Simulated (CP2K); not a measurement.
# CH3Cl3Sn (methyltin trichloride), step by step

Aim: a series of 8 runs (HF/DZVP-MOLOPT-PBE0-GTH, UHF/DZVP-MOLOPT-PBE0-GTH) of CH3Cl3Sn. The setting varied is the cutoff. 

The calculation is run with CP2K 2026.2.

8 further runs of the same task are left out: 8 set aside as unsound or not needed.

## (1) The structure to begin with

CH3Cl3Sn has 8 atoms, charge 0, and is taken as a singlet. As SMILES, `[CH3][Sn]([Cl])([Cl])[Cl]`. The shape comes from GFN2-xTB, which is rough for such elements, and wasn't checked as a minimum.

Bond lengths: C1–Sn2 2.218 Å, Sn2–Cl3 2.326 Å, Sn2–Cl4 2.327 Å, Sn2–Cl5 2.327 Å, C1–H6 1.083 Å, C1–H7 1.083 Å, C1–H8 1.083 Å. Some angles: C1–Sn2–Cl3 112.5°, C1–Sn2–Cl4 112.4°, C1–Sn2–Cl5 112.4°, Cl3–Sn2–Cl4 106.4°, Cl3–Sn2–Cl5 106.4°, Cl4–Sn2–Cl5 106.3°, Sn2–C1–H6 107.5°, Sn2–C1–H7 107.4°, Sn2–C1–H8 107.6°, H6–C1–H7 111.4°.

## (2) Energy and gradient at HF/DZVP-MOLOPT-PBE0-GTH (core potential, admm exchange PBEX, admm type ADMM2) (run 1)

Input file run.inp:

```
&GLOBAL
  PROJECT_NAME run
  RUN_TYPE ENERGY_FORCE
  PRINT_LEVEL MEDIUM
&END GLOBAL

&FORCE_EVAL
  METHOD Quickstep
  &DFT
    BASIS_SET_FILE_NAME BASIS_MOLOPT_UZH
    BASIS_SET_FILE_NAME BASIS_ADMM_UZH
    POTENTIAL_FILE_NAME POTENTIAL_UZH
    # Quickstep
    &QS
      METHOD GPW
      EPS_DEFAULT 1.0E-10
    &END QS
    # plane-wave cutoff in Ry
    &MGRID
      CUTOFF 350
      REL_CUTOFF 50
      NGRIDS 4
    &END MGRID
    &POISSON
      PERIODIC NONE
      POISSON_SOLVER WAVELET
    &END POISSON
    # self-consistent field
    &SCF
      SCF_GUESS ATOMIC
      EPS_SCF 1.0E-06
      MAX_SCF 40
      &OT
        MINIMIZER CG
        PRECONDITIONER FULL_ALL
      &END OT
      &OUTER_SCF
        EPS_SCF 1.0E-06
        MAX_SCF 5
      &END OUTER_SCF
    &END SCF
    # functional
    &XC
      &XC_FUNCTIONAL NONE
      &END XC_FUNCTIONAL
      &HF
        FRACTION 1
        &SCREENING
          EPS_SCHWARZ 1.0E-09
        &END SCREENING
        &MEMORY
          MAX_MEMORY 1750
        &END MEMORY
      &END HF
    &END XC
    &AUXILIARY_DENSITY_MATRIX_METHOD
      ADMM_TYPE ADMM2
      EXCH_CORRECTION_FUNC PBEX
    &END AUXILIARY_DENSITY_MATRIX_METHOD
    # extra output
    &PRINT
      &MOMENTS
        PERIODIC F
        REFERENCE COM
        MAX_MOMENT 1
      &END MOMENTS
      &MO_CUBES
        NLUMO 1
        NHOMO -1
        WRITE_CUBE F
      &END MO_CUBES
      &HIRSHFELD OFF
      &END HIRSHFELD
    &END PRINT
  &END DFT
  &SUBSYS
    # box in angstrom
    &CELL
      ABC 11.7 11.7 11.7
      PERIODIC NONE
    &END CELL
    &COORD
      SCALED T
      C    0.38807137   0.42964402   0.61568718
      Sn   0.52133632   0.47011496   0.48706325
      Cl   0.68333718   0.35662607   0.50710684
      Cl   0.45714915   0.44399957   0.30066923
      Cl   0.58309444   0.65881923   0.49883761
      H    0.36376880   0.34118077   0.60361197
      H    0.42521581   0.44328932   0.69933077
      H    0.31666282   0.48657991   0.60078034
    &END COORD
    &KIND C
      BASIS_SET ORB DZVP-MOLOPT-PBE0-GTH-q4
      BASIS_SET AUX_FIT admm-dzp-q4
      POTENTIAL GTH-PBE0-q4
    &END KIND
    &KIND Sn
      BASIS_SET ORB DZVP-MOLOPT-PBE0-GTH-q4
      BASIS_SET AUX_FIT admm-dzp-q4
      POTENTIAL GTH-PBE0-q4
    &END KIND
    &KIND Cl
      BASIS_SET ORB DZVP-MOLOPT-PBE0-GTH-q7
      BASIS_SET AUX_FIT admm-dzp-q7
      POTENTIAL GTH-PBE0-q7
    &END KIND
    &KIND H
      BASIS_SET ORB DZVP-MOLOPT-PBE0-GTH-q1
      BASIS_SET AUX_FIT admm-dzp-q1
      POTENTIAL GTH-PBE0-q1
    &END KIND
  &END SUBSYS
  # extra output
  &PRINT
    &FORCES ON
    &END FORCES
  &END PRINT
&END FORCE_EVAL
```

Command:

```bash
$ OMP_NUM_THREADS=2 cp2k.psmp run.inp > run.out
```

Output:

```text
CP2K| version string:                                       CP2K version 2026.2
[...]
 GLOBAL| Method name                                                        CP2K
[...]
 GLOBAL| Run type                                                   ENERGY_FORCE
[...]
 DFT| Spin restricted Kohn-Sham (RKS) calculation                            RKS
 DFT| Multiplicity                                                             1
[...]
 DFT| Charge                                                                   0
[...]
 QS| Method:                                                                 GPW
[...]
 QS| Density cutoff [a.u.]:                                                175.0
[...]
 QS| Relative density cutoff [a.u.]:                                        25.0
[...]
                             - Atoms:                                          8
[...]
                             - Spherical basis functions:                     80
[...]
 Number of electrons:                                                         32
[...]
     1 OT CG       0.15E+00    6.7     0.12813124       -52.8458131673 -5.28E+01
[...]
  *** SCF run converged in    21 steps ***
[...]
  Overlap energy of the core charge distribution:               0.00000132954585
  Self energy of the core charge distribution:               -125.39085392685888
  Core Hamiltonian energy:                                     30.11780560113780
  Hartree energy:                                              51.81525739226478
  Exchange-correlation energy:                                 -0.08844419149228
  Hartree-Fock Exchange energy:                               -11.40989342652385
  Total energy:                                               -54.95612722192658
[...]
 HOMO - LUMO gap [eV] :   12.918603
 ENERGY| Total FORCE_EVAL ( QS ) energy [hartree]            -54.956127221959171
[...]
```

It took 2.8 min on 2 threads of Arm Neoverse N1, shared host; peak memory 1.3 GiB.

## (3) The doublet cation: energy and forces at UHF/DZVP-MOLOPT-PBE0-GTH (core potential, admm exchange PBEX, admm type ADMM2) (run 2)

Input file job.inp:

```
&GLOBAL
    PROJECT_NAME job
    RUN_TYPE ENERGY_FORCE
    PRINT_LEVEL MEDIUM
&END GLOBAL

&FORCE_EVAL
    METHOD Quickstep
    &DFT
        BASIS_SET_FILE_NAME BASIS_MOLOPT_UZH
        BASIS_SET_FILE_NAME BASIS_ADMM_UZH
        POTENTIAL_FILE_NAME POTENTIAL_UZH
        CHARGE 1
        MULTIPLICITY 2
        UNRESTRICTED_KOHN_SHAM T
        &QS
            METHOD GPW
            EPS_DEFAULT 1.0E-10
        &END QS
        &MGRID
            CUTOFF 350
            REL_CUTOFF 50
            NGRIDS 4
        &END MGRID
        &POISSON
            PERIODIC NONE
            POISSON_SOLVER WAVELET
        &END POISSON
        &SCF
            SCF_GUESS ATOMIC
            EPS_SCF 1.0E-06
            MAX_SCF 40
            &OT
                MINIMIZER DIIS
                PRECONDITIONER FULL_ALL
            &END OT
            &OUTER_SCF
                EPS_SCF 1.0E-06
                MAX_SCF 8
            &END OUTER_SCF
        &END SCF
        &XC
            &XC_FUNCTIONAL NONE
            &END XC_FUNCTIONAL
            &HF
                FRACTION 1
                &SCREENING
                    EPS_SCHWARZ 1.0E-09
                &END SCREENING
                &MEMORY
                    MAX_MEMORY 1750
                &END MEMORY
            &END HF
        &END XC
        &AUXILIARY_DENSITY_MATRIX_METHOD
            ADMM_TYPE ADMM2
            EXCH_CORRECTION_FUNC PBEX
        &END AUXILIARY_DENSITY_MATRIX_METHOD
        &PRINT
            &MOMENTS
                PERIODIC F
                REFERENCE COM
                MAX_MOMENT 1
            &END MOMENTS
            &MO_CUBES
                NLUMO 3
                NHOMO -1
                WRITE_CUBE F
            &END MO_CUBES
            &HIRSHFELD OFF
            &END HIRSHFELD
        &END PRINT
    &END DFT
    &SUBSYS
        &CELL
            ABC 11.7 11.7 11.7
            PERIODIC NONE
        &END CELL
        &COORD
            SCALED T
            C    0.38807137   0.42964402   0.61568718
            Sn   0.52133632   0.47011496   0.48706325
            Cl   0.68333718   0.35662607   0.50710684
            Cl   0.45714915   0.44399957   0.30066923
            Cl   0.58309444   0.65881923   0.49883761
            H    0.36376880   0.34118077   0.60361197
            H    0.42521581   0.44328932   0.69933077
            H    0.31666282   0.48657991   0.60078034
        &END COORD
        &KIND C
            BASIS_SET ORB DZVP-MOLOPT-PBE0-GTH-q4
            BASIS_SET AUX_FIT admm-dzp-q4
            POTENTIAL GTH-PBE0-q4
        &END KIND
        &KIND Sn
            BASIS_SET ORB DZVP-MOLOPT-PBE0-GTH-q4
            BASIS_SET AUX_FIT admm-dzp-q4
            POTENTIAL GTH-PBE0-q4
        &END KIND
        &KIND Cl
            BASIS_SET ORB DZVP-MOLOPT-PBE0-GTH-q7
            BASIS_SET AUX_FIT admm-dzp-q7
            POTENTIAL GTH-PBE0-q7
        &END KIND
        &KIND H
            BASIS_SET ORB DZVP-MOLOPT-PBE0-GTH-q1
            BASIS_SET AUX_FIT admm-dzp-q1
            POTENTIAL GTH-PBE0-q1
        &END KIND
    &END SUBSYS
    &PRINT
        &FORCES ON
        &END FORCES
    &END PRINT
&END FORCE_EVAL
```

Command:

```bash
$ OMP_NUM_THREADS=2 cp2k.psmp -i job.inp > job.out 2>&1
```

Output:

```text
CP2K| version string:                                       CP2K version 2026.2
[...]
 GLOBAL| Method name                                                        CP2K
[...]
 GLOBAL| Run type                                                   ENERGY_FORCE
[...]
 DFT| Spin unrestricted (spin-polarized) Kohn-Sham calculation               UKS
 DFT| Multiplicity                                                             2
[...]
 DFT| Charge                                                                   1
[...]
 QS| Method:                                                                 GPW
[...]
 QS| Density cutoff [a.u.]:                                                175.0
[...]
 QS| Relative density cutoff [a.u.]:                                        25.0
[...]
                             - Atoms:                                          8
[...]
                             - Spherical basis functions:                     80
[...]
 Number of electrons:                                                         16
[...]
     1 OT DIIS     0.15E+00    9.4     0.05984775       -52.5849005486 -5.26E+01
[...]
  *** SCF run converged in    21 steps ***
[...]
  Overlap energy of the core charge distribution:               0.00000132954585
  Self energy of the core charge distribution:               -125.39085392685888
  Core Hamiltonian energy:                                     29.76956091945434
  Hartree energy:                                              52.26796435178536
  Exchange-correlation energy:                                 -0.08855805666267
  Hartree-Fock Exchange energy:                               -11.11169497023569
  Total energy:                                               -54.55358035297169
[...]
 HOMO - LUMO gap [eV] :    7.091300
 ENERGY| Total FORCE_EVAL ( QS ) energy [hartree]            -54.553580369485822
[...]
```

Wall time 8.1 min (2 threads of Arm Neoverse N1, shared host); peak memory 1.6 GiB.

Runs 3 to 7 aren't shown in full; the table further down has their settings and results.

## (4) The doublet cation: energy and gradient at UHF/DZVP-MOLOPT-PBE0-GTH (core potential, admm exchange PBEX, admm type ADMM2) (run 8)

Input file qs.inp:

```
&GLOBAL
  PROJECT_NAME qs
  RUN_TYPE ENERGY_FORCE
  PRINT_LEVEL MEDIUM
&END GLOBAL

&FORCE_EVAL
  METHOD QUICKSTEP
  &DFT
    BASIS_SET_FILE_NAME BASIS_MOLOPT_UZH
    BASIS_SET_FILE_NAME BASIS_ADMM_UZH
    POTENTIAL_FILE_NAME POTENTIAL_UZH
    CHARGE 1
    MULTIPLICITY 2
    UKS T
    # Quickstep
    &QS
      METHOD GPW
      EPS_DEFAULT 1.0E-10
    &END QS
    &MGRID
      CUTOFF 800
      REL_CUTOFF 50
      NGRIDS 4
    &END MGRID
    &POISSON
      PERIODIC NONE
      POISSON_SOLVER WAVELET
    &END POISSON
    &SCF
      SCF_GUESS ATOMIC
      EPS_SCF 1.0E-06
      MAX_SCF 40
      &OT
        MINIMIZER DIIS
        PRECONDITIONER FULL_ALL
      &END OT
      &OUTER_SCF
        EPS_SCF 1.0E-06
        MAX_SCF 8
      &END OUTER_SCF
    &END SCF
    # exchange and correlation
    &XC
      &XC_FUNCTIONAL NONE
      &END XC_FUNCTIONAL
      # exact exchange
      &HF
        FRACTION 1
        &SCREENING
          EPS_SCHWARZ 1.0E-09
        &END SCREENING
        &MEMORY
          MAX_MEMORY 1750
        &END MEMORY
      &END HF
    &END XC
    &AUXILIARY_DENSITY_MATRIX_METHOD
      ADMM_TYPE ADMM2
      EXCH_CORRECTION_FUNC PBEX
    &END AUXILIARY_DENSITY_MATRIX_METHOD
    &PRINT
      &MOMENTS
        PERIODIC F
        REFERENCE COM
        MAX_MOMENT 1
      &END MOMENTS
      &MO_CUBES
        NLUMO 3
        NHOMO -1
        WRITE_CUBE F
      &END MO_CUBES
      &HIRSHFELD OFF
      &END HIRSHFELD
    &END PRINT
  &END DFT
  &SUBSYS
    # box in angstrom
    &CELL
      ABC 11.7 11.7 11.7
      PERIODIC NONE
    &END CELL
    &COORD
      SCALED T
      C    0.38807137   0.42964402   0.61568718
      Sn   0.52133632   0.47011496   0.48706325
      Cl   0.68333718   0.35662607   0.50710684
      Cl   0.45714915   0.44399957   0.30066923
      Cl   0.58309444   0.65881923   0.49883761
      H    0.36376880   0.34118077   0.60361197
      H    0.42521581   0.44328932   0.69933077
      H    0.31666282   0.48657991   0.60078034
    &END COORD
    &KIND C
      BASIS_SET ORB DZVP-MOLOPT-PBE0-GTH-q4
      BASIS_SET AUX_FIT admm-dzp-q4
      POTENTIAL GTH-PBE0-q4
    &END KIND
    &KIND Sn
      BASIS_SET ORB DZVP-MOLOPT-PBE0-GTH-q4
      BASIS_SET AUX_FIT admm-dzp-q4
      POTENTIAL GTH-PBE0-q4
    &END KIND
    &KIND Cl
      BASIS_SET ORB DZVP-MOLOPT-PBE0-GTH-q7
      BASIS_SET AUX_FIT admm-dzp-q7
      POTENTIAL GTH-PBE0-q7
    &END KIND
    &KIND H
      BASIS_SET ORB DZVP-MOLOPT-PBE0-GTH-q1
      BASIS_SET AUX_FIT admm-dzp-q1
      POTENTIAL GTH-PBE0-q1
    &END KIND
  &END SUBSYS
  # extra output
  &PRINT
    &FORCES ON
    &END FORCES
  &END PRINT
&END FORCE_EVAL
```

Command:

```bash
$ OMP_NUM_THREADS=2 cp2k.psmp -i qs.inp -o qs.out
```

Output:

```text
CP2K| version string:                                       CP2K version 2026.2
[...]
 GLOBAL| Method name                                                        CP2K
[...]
 GLOBAL| Run type                                                   ENERGY_FORCE
[...]
 DFT| Spin unrestricted (spin-polarized) Kohn-Sham calculation               UKS
 DFT| Multiplicity                                                             2
[...]
 DFT| Charge                                                                   1
[...]
 QS| Method:                                                                 GPW
[...]
 QS| Density cutoff [a.u.]:                                                400.0
[...]
 QS| Relative density cutoff [a.u.]:                                        25.0
[...]
                             - Atoms:                                          8
[...]
                             - Spherical basis functions:                     80
[...]
 Number of electrons:                                                         16
[...]
     1 OT DIIS     0.15E+00   25.3     0.05984736       -52.5849003832 -5.26E+01
[...]
  *** SCF run converged in    21 steps ***
[...]
  Overlap energy of the core charge distribution:               0.00000132954585
  Self energy of the core charge distribution:               -125.39085392685888
  Core Hamiltonian energy:                                     29.76954041411655
  Hartree energy:                                              52.26798276869644
  Exchange-correlation energy:                                 -0.08855363511555
  Hartree-Fock Exchange energy:                               -11.11169429505678
  Total energy:                                               -54.55357734467238
[...]
 HOMO - LUMO gap [eV] :    7.091282
 ENERGY| Total FORCE_EVAL ( QS ) energy [hartree]            -54.553577356395891
[...]
```

Run time: 24 min. Hardware: 2 threads of Arm Neoverse N1, shared host; peak memory 4.4 GiB.

## (5) Overview of the runs

```tsv
run	level	cutoff	ot minimizer	partner	energy (Eh)	HOMO energy (eV)	LUMO energy (eV)	largest force (eV/Å)	wall time
1	HF/DZVP-MOLOPT-PBE0-GTH (core potential, admm exchange PBEX, admm type ADMM2)	350	CG	base	-54.956127	-11.91	1.01	1.438	2.8 min
2	UHF/DZVP-MOLOPT-PBE0-GTH (core potential, admm exchange PBEX, admm type ADMM2)	350	DIIS	cation	-54.553580	-16.39	-9.30	4.833	8.1 min
3	HF/DZVP-MOLOPT-PBE0-GTH (core potential, admm exchange PBEX, admm type ADMM2)	450	CG	base	-54.956124	-11.91	1.01	1.438	3.5 min
4	UHF/DZVP-MOLOPT-PBE0-GTH (core potential, admm exchange PBEX, admm type ADMM2)	450	DIIS	cation	-54.553577	-16.39	-9.30	4.833	10 min
5	HF/DZVP-MOLOPT-PBE0-GTH (core potential, admm exchange PBEX, admm type ADMM2)	600	CG	base	-54.956125	-11.91	1.01	1.438	6.6 min
6	UHF/DZVP-MOLOPT-PBE0-GTH (core potential, admm exchange PBEX, admm type ADMM2)	600	DIIS	cation	-54.553577	-16.39	-9.30	4.833	20 min
7	HF/DZVP-MOLOPT-PBE0-GTH (core potential, admm exchange PBEX, admm type ADMM2)	800	CG	base	-54.956125	-11.91	1.01	1.439	8.3 min
8	UHF/DZVP-MOLOPT-PBE0-GTH (core potential, admm exchange PBEX, admm type ADMM2)	800	DIIS	cation	-54.553577	-16.39	-9.30	4.833	24 min
```

Convergence of the largest force on an atom of singlet CH3Cl3Sn with the cutoff, against the last point:

```tsv
cutoff	from the last (eV/Å)	wall time
350 Ry	-0.00114	2.8 min
450 Ry	-0.00054	3.5 min
600 Ry	-0.00075	6.6 min
800 Ry	+0.00000	8.3 min
```

Convergence of the total energy of singlet CH3Cl3Sn with the cutoff, against the last point:

```tsv
cutoff	from the last (mEh)	wall time
350 Ry	-0.002	2.8 min
450 Ry	+0.001	3.5 min
600 Ry	+0.000	6.6 min
800 Ry	+0.000	8.3 min
```

## (6) Outcome

```
                                                              quantity         value
                                   doublet cation, run 8: total energy  -54.55358 Eh
             doublet cation, run 8: HOMO energy (highest over α and β)     -16.39 eV
              doublet cation, run 8: LUMO energy (lowest over α and β)      -9.30 eV
                                           doublet cation, run 8: ⟨S²⟩         0.764
                       doublet cation, run 8: largest force on an atom    4.833 eV/Å
vertical ionisation energy (to the doublet cation) (run 1, cutoff 350)     10.954 eV
vertical ionisation energy (to the doublet cation) (run 3, cutoff 450)     10.954 eV
vertical ionisation energy (to the doublet cation) (run 5, cutoff 600)     10.954 eV
vertical ionisation energy (to the doublet cation) (run 7, cutoff 800)     10.954 eV
```

For the largest force on an atom of singlet CH3Cl3Sn to stay within 0.001 eV/Å of the last point, 450 Ry is the first point of the series from which all later ones do (3.5 min against 8.3 min). All runs together took 84 min, the longest 24 min.
